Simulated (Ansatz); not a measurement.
Geometry optimisation, DFT PBEsol, scalar-relativistic, plane waves, PAW in Ansatz 0.2.0.

input.yaml

```yaml
crystal:
  lattice:
    - [5.7877, 0.0, 0.0]
    - [-2.89385, 5.012295, 0.0]
    - [0.0, 0.0, 17.24485]
  atoms:
    - { symbol: W, position: [0.0, 0.0, 0.0579883] }
    - { symbol: C, position: [0.3333333, 0.1666667, 0.1400389] }
    - { symbol: W, position: [0.0, 0.0, 0.2220895] }
    - { symbol: C, position: [0.3333333, 0.1666667, 0.3041401] }
    - { symbol: W, position: [0.0, 0.5, 0.0579883] }
    - { symbol: C, position: [0.3333333, 0.6666667, 0.1400389] }
    - { symbol: W, position: [0.0, 0.5, 0.2220895] }
    - { symbol: C, position: [0.3333333, 0.6666667, 0.3041401] }
    - { symbol: W, position: [0.5, 0.0, 0.0579883] }
    - { symbol: C, position: [0.8333333, 0.1666667, 0.1400389] }
    - { symbol: W, position: [0.5, 0.0, 0.2220895] }
    - { symbol: C, position: [0.8333333, 0.1666667, 0.3041401] }
    - { symbol: W, position: [0.5, 0.5, 0.0579883] }
    - { symbol: C, position: [0.8333333, 0.6666667, 0.1400389] }
    - { symbol: W, position: [0.5, 0.5, 0.2220895] }
    - { symbol: C, position: [0.8333333, 0.6666667, 0.3041401] }
    - { symbol: F, position: [-0.0160496, 0.4913885, 0.3522704] }
basis:
  ecutwfc: 420.0
kpoints:
  mp_grid: { grid: [4, 4, 1] }
hamiltonian:
  xc: pbesol
  pseudopotentials: { kind: paw, azcp: { folder: soft_1 } }
scf:
  occupations: { method: gaussian, width: 0.15 }
  lower_state_search: "off"
relax:
  f_tol: 0.03
  max_steps: 60
  adjacent_minimum: "off"
  constraints: [{ sites: [0, 4, 8, 12] }]
output:
  write_density: true
  write_potential: true
  elf: true
  volumetric_format: npy
```

Run as:

```bash
$ ansatz run input.yaml --threads 4 --pin off --max-ram 10240MiB --backend cpu --events-out ev --progress --plain --runs-dir out
```

Where does it end, and by what steps?

It converged. The force dipped under the threshold on the way, but the program's further checks kept it going. Limits of this set-up: coarse k mesh, thin slab, slab without dipole correction, odd electron count without spin, PAW files made for another functional. After 12 steps the energy has fallen by 6.014 eV; F17 moved furthest, 1.65 Å. Parted: W7–F17. Joined: C12–F17.

```csv
step,energy less start (eV),largest force component (eV/Å),accepted
0,0.0000,4.835,yes
1,-2.7618,1.720,yes
2,-3.3012,0.832,yes
3,-3.4062,0.451,yes
4,-3.6060,1.543,yes
5,-4.1934,2.590,yes
6,-4.8716,1.756,yes
7,-5.3496,1.262,yes
8,-5.6493,1.434,yes
9,-5.8651,0.862,yes
10,-5.9834,0.334,yes
11,-6.0135,0.016,yes
12,-6.0135,0.016,yes
```

```xyz
17
Lattice="5.7877 0.0000 0.0000 -2.8939 5.0123 0.0000 0.0000 0.0000 17.2448" Properties=species:S:1:pos:R:3
W 0.000 0.000 1.000
C 1.447 0.837 2.307
W 0.008 -0.002 3.829
C 1.447 0.821 4.945
W -1.447 2.506 1.000
C 0.001 3.342 2.306
W -1.447 2.518 3.828
C -0.015 3.353 4.945
W 2.894 0.000 1.000
C 4.341 0.836 2.336
W 2.886 -0.002 3.829
C 4.340 0.840 5.085
W 1.447 2.506 1.000
C 2.893 3.342 2.306
W 1.447 2.508 3.838
C 2.909 3.353 4.945
F -1.448 0.846 6.406
```

Whether the end is a true minimum wasn't checked by a vibrational analysis.

Time of the run: 2 min on 4 threads of Intel(R) Xeon(R) Platinum 8259CL CPU @ 2.50GHz (Skylake/Cascade Lake), on a shared host, peak memory 1.5 GiB.
